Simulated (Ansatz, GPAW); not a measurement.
# GaN with PBE in single-zeta orbitals from a Python script

These are simulated results from GPAW 26.7.0, not measurements. The cell was built from a prototype and was relaxed with r2SCAN in plane waves (Ansatz 0.2.0). Not every such cell is a known phase. All runs are without spin polarisation.

Space group P6_3mc (No. 186), hexagonal; a = 3.183 Å, c = 5.184 Å in the conventional setting, 11.37 Å³ an atom. Ga has 4 N at 1.95 Å; N has 4 Ga at 1.95 Å.

The basis is minimal: single zeta, one radial function for each shell that the log's basis lists. It describes the filled bands fairly and the empty ones poorly.

run.py reads:

```python
import json
from ase import Atoms
from gpaw import GPAW, PW, FermiDirac

atoms = Atoms(['Ga', 'Ga', 'N', 'N'],
              cell=[[3.183149, 0.0, -0.0], [-1.591575, 2.756688, 0.0], [-0.0, -0.0, 5.183625]],
              scaled_positions=[[0.333333, 0.666667, -0.000887], [0.666667, 0.333333, 0.499113], [0.333333, 0.666667, 0.375887], [0.666667, 0.333333, 0.875887]],
              pbc=True)
calc = GPAW(mode='lcao', basis='sz(dzp)', h=0.2, xc='PBE', kpts={'size': (6, 6, 4), 'gamma': True},
            occupations=FermiDirac(0.02), maxiter=100, legacy_gpaw=True, txt='gpaw.txt')
atoms.calc = calc
res = {'energy': atoms.get_potential_energy(force_consistent=True)}
res['electrons'] = calc.get_number_of_electrons()
res['k'] = calc.get_ibz_k_points().tolist()
res['levels'] = [calc.get_eigenvalues(kpt=i).tolist() for i in range(len(res['k']))]
points = [[0.0, 0.0, 0.0], [0.5, 0.0, 0.0], [0.333333, 0.333333, 0.0], [0.0, 0.0, 0.5], [0.5, 0.0, 0.5], [0.333333, 0.333333, 0.5]]
bands = calc.fixed_density(kpts=points, symmetry='off', txt='bands.txt')
res['points'] = [bands.get_eigenvalues(kpt=i).tolist() for i in range(len(points))]
json.dump(res, open('results.json', 'w'))
print('free energy (eV):', round(res['energy'], 5))
```

Command: `python run.py`. It took 28 s on 1 thread of Arm Neoverse V1, with other jobs on the host, peak memory 0.14 GiB.

The log gpaw.txt, trimmed of paths, versions and times, then the last line on the terminal. An iter line gives the energy in eV and the logarithms of the changes of orbitals (plane waves alone) and density (c: converged):

```
___ ___ ___ _ _ _
 |   |   |_  | | | |

 | | | | | . | | | |

 |__ |  _|___|_____|  26.7.0
 |___|_|

Input parameters:
  basis: sz(dzp)
  h: 0.2
  kpts: {gamma: True,
         size: (6, 6, 4)}
  maxiter: 100
  mode: lcao
  occupations: {fixmagmom: False,
                name: fermi-dirac,
                width: 0.02}
  xc: PBE

System changes: positions, numbers, cell, pbc, initial_charges, initial_magmoms

Initialize ...

species:
  Ga:
    name:    Gallium
    Z:       31.0
    valence: 3
    core:    28
    charge:  0.0  # [|e|]
    compensation charges:
      type: gauss
      rc: 0.37  # [Å]
      lmax: 2
    cutoffs:
      filter: 2.06  # [Å]
      core: 4.17  # [Å]
    projectors
    | kind |    occ | energy [eV] | rcut [Å] |

    |------|--------|-------------|----------|

    |   4s |  2.000 |      -8.945 |    1.164 |

    |   4p |  1.000 |      -2.580 |    1.164 |

    |    s |        |      18.266 |    1.164 |

    |    p |        |      24.631 |    1.164 |

    |    d |        |       0.000 |    1.164 |

    LCAO basis set for Ga:
      Name: sz(dzp)
      Number of radial functions: 2
      Number of spherical harmonics: 4
        l=0, rc=7.2656 Bohr: 4s-sz confined orbital
        l=1, rc=10.3438 Bohr: 4p-sz confined orbital
      Number of RI-basis functions 0

  N:
    name:    Nitrogen
    Z:       7.0
    valence: 5
    core:    2
    charge:  0.0  # [|e|]
    compensation charges:
      type: gauss
      rc: 0.18  # [Å]
      lmax: 2
    cutoffs:
      filter: 1.11  # [Å]
      core: 0.96  # [Å]
    projectors
    | kind |    occ | energy [eV] | rcut [Å] |

    |------|--------|-------------|----------|

    |   2s |  2.000 |     -18.583 |    0.603 |

    |   2p |  3.000 |      -7.089 |    0.529 |

    |    s |        |       8.629 |    0.603 |

    |    p |        |      20.123 |    0.529 |

    |    d |        |       0.000 |    0.577 |

    LCAO basis set for N:
      Name: sz(dzp)
      Number of radial functions: 2
      Number of spherical harmonics: 4
        l=0, rc=4.8594 Bohr: 2s-sz confined orbital
        l=1, rc=6.0625 Bohr: 2p-sz confined orbital
      Number of RI-basis functions 0

Reference energy: -108732.786066  # eV

Spin-paired calculation

Convergence criteria:
 Maximum [total energy] change in last 3 cyles: 0.0005 eV / valence electron
 Maximum integral of absolute [dens]ity change: 0.0001 electrons / valence electron
 Maximum integral of absolute [eigenst]ate change: 4e-08 eV^2 / valence electron
 Maximum number of scf [iter]ations: 100
 (Square brackets indicate name in SCF output, whereas a 'c' in
 the SCF output indicates the quantity has converged.)

Symmetries present (total): 1

  ( 1  0  0)
  ( 0  1  0)
  ( 0  0  1)

144 k-points: 6 x 6 x 4 Monkhorst-Pack grid + [1/12,1/12,1/8]
76 k-points in the irreducible part of the Brillouin zone
       k-points in crystal coordinates                weights
   0:     0.00000000    0.00000000    0.00000000          1/144
   1:     0.00000000    0.00000000    0.25000000          2/144
   2:     0.00000000    0.00000000    0.50000000          1/144
   3:     0.00000000    0.16666667   -0.25000000          2/144
   4:     0.00000000    0.16666667    0.00000000          2/144
   5:     0.00000000    0.16666667    0.25000000          2/144
   6:     0.00000000    0.16666667    0.50000000          2/144
   7:     0.00000000    0.33333333   -0.25000000          2/144
   8:     0.00000000    0.33333333    0.00000000          2/144
   9:     0.00000000    0.33333333    0.25000000          2/144
          ...
  75:     0.50000000    0.50000000    0.50000000          1/144

Wave functions: LCAO
  Diagonalizer: Serial LAPACK
  Atomic Correction: dense with blas
  Data-type: complex

Occupation numbers: Fermi-Dirac:
  width: 0.0200  # eV

Eigensolver
   LCAO using direct dense diagonalizer

Densities:
  Coarse grid: 12*12*24 grid
  Fine grid: 24*24*48 grid
  Total Charge: 0.000000

Density mixing:
  Method: separate
  Backend: msr1
  Linear mixing parameter: 0.05
  old densities: 10
  Width of damping distribution: 1.1
  Damping of long wavelength oscillations: 20

Hamiltonian:
  XC and Coulomb potentials evaluated on a 24*24*48 grid
  Using the PBE Exchange-Correlation functional
  Interpolation: tri-quintic (5. degree polynomial)
  Poisson solver: FastPoissonSolver using
    Stencil: 8*3+1=25 point O(h^6) finite-difference Laplacian
    FFT axes: [np.int64(0), np.int64(1), np.int64(2)]
    FST axes: []

XC parameters: PBE with 2 nearest neighbor stencil

Memory estimate:
  Process memory now: 109.75 MiB
  Calculator: 11.58 MiB
    Density: 6.60 MiB
      Arrays: 0.69 MiB
      Localized functions: 5.38 MiB
      Mixer: 0.53 MiB
    Hamiltonian: 0.84 MiB
      Arrays: 0.45 MiB
      XC: 0.00 MiB
      Poisson: 0.00 MiB
      vbar: 0.39 MiB
    Wavefunctions: 4.14 MiB
      C [qnM]: 0.26 MiB
      S, T [2 x qmm]: 0.59 MiB
      P [aqMi]: 0.06 MiB
      BasisFunctions: 3.23 MiB
      Eigensolver: 0.00 MiB

Total number of cores used: 1

Number of atoms: 4
Number of atomic orbitals: 16
Number of bands in calculation: 14
Number of valence electrons: 16
Bands to converge: occupied
Positions:
   0 Ga    -0.000002    1.837793   -0.004598    ( 0.0000,  0.0000,  0.0000)
   1 Ga     1.591576    0.918895    2.587215    ( 0.0000,  0.0000,  0.0000)
   2 N     -0.000002    1.837793    1.948457    ( 0.0000,  0.0000,  0.0000)
   3 N      1.591576    0.918895    4.540270    ( 0.0000,  0.0000,  0.0000)

Unit cell:
           periodic     x           y           z      points  spacing
  1. axis:    yes    3.183149    0.000000   -0.000000    12     0.2297
  2. axis:    yes   -1.591575    2.756688    0.000000    12     0.2297
  3. axis:    yes   -0.000000   -0.000000    5.183625    24     0.2160

  Lengths:   3.183149   3.183149   5.183625
  Angles:   90.000000  90.000000 120.000007

Effective grid spacing dv^(1/3) = 0.2361

iter:   1   -23.312426        c
iter:   2   -22.707895        c -0.63
iter:   3   -20.832863        c -0.68
iter:   4   -20.826726        c -1.41
iter:   5   -20.825812c       c -1.62
iter:   6   -20.825794c       c -2.87
iter:   7   -20.825793c       c -4.00
iter:   8   -20.825793c       c -4.74c

Converged after 8 iterations.

Energy contributions relative to reference atoms: (reference = -108732.786066)

Kinetic:       +104.179818
Potential:      -91.472986
External:        +0.000000
XC:             -35.342861
Entropy (-ST):   -0.000000
Local:           +1.810237
SIC:             +0.000000
--------------------------
Free energy:    -20.825793
Extrapolated:   -20.825793

Showing only first 2 kpts
 Kpt  Band  Eigenvalues  Occupancy
  0     6      6.74352    2.00000
  0     7      6.74988    2.00000
  0     8      8.97250    0.00000
  0     9     11.59722    0.00000

  1     6      6.56587    2.00000
  1     7      6.57252    2.00000
  1     8     10.17758    0.00000
  1     9     11.64983    0.00000

Fermi level: 7.39302

Gap: 2.223 eV
Transition (v -> c):
  (s=0, k=0, n=7, [0.00, 0.00, 0.00]) -> (s=0, k=0, n=8, [0.00, 0.00, 0.00])
No difference between direct/indirect transitions

free energy (eV): -20.82579
```

The gap in the log is over the mesh alone; results.json adds the listed points. PBE in single-zeta orbitals gives a gap of 2.22 eV. On the same cell, plane-wave PBE (Ansatz, 12×12×6 k points and the special points) gives a gap of 1.93 eV and r2SCAN a gap of 2.35 eV; on shared hosts these took about 9.1 and 23 core-seconds on the 4-atom cell, against 28 for the script. Semilocal gaps usually lie below measured ones.
